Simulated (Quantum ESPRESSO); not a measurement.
Runs of Quantum ESPRESSO 7.5 on SiSe. It takes space group P-6m2 (No. 187, hexagonal). The conventional cell has a = 3.595 Å, b = 3.595 Å, c = 3.599 Å, α = 90.00°, β = 90.00°, γ = 120.00°. Si (site symmetry -6m2) has 6 Se at 2.75 Å as nearest neighbours. Around Se (site symmetry -6m2) lie 6 Si at 2.75 Å. The cell was built by a generator and needn't be a form met in nature.

```tsv
level	potentials or basis	cell	iterations	form of the LDA correlation	gap on the mesh (eV)	pressure (GPa)
LDA	GBRV 1.5 LDA	as given	400	PZ81	none	-3.4
LDA	GBRV 1.5 LDA	as given	300	PZ81	none	-3.4
PBEsol	GBRV 1.5 PBE	as given	200	-	none	(a)
PBEsol	GBRV 1.5 PBEsol	volume scaled by 0.8	200	-	none	15.1
PBEsol	GBRV 1.5 PBEsol	volume scaled by 0.96	200	-	none	-1.5
```

Alike in all rows: task energy-loss spectrum; no spin polarisation; k mesh 6 × 6 × 4, shifted; cutoff (eV) 612; smearing fermi-dirac 0.05 eV; the mesh is coarse, so values aren't converged.

Q: Estimate the missing entries.

A: (a) -2.7.

Caveats: all runs use coarse meshes; the Lanczos chain is short for so many electrons, so humps in the spectrum may be artefacts (some runs); the wave vector is under the mesh spacing, so the intraband response is poorly sampled (some runs); the potentials were made for another functional, which shifts forces and pressure (some runs).

A k mesh can miss the band edges, and the runs leave out spin-orbit coupling on Se.

A gap of «none» marks a metal or a gap under the smearing width.

Runs at the PBE level aren't shown here.
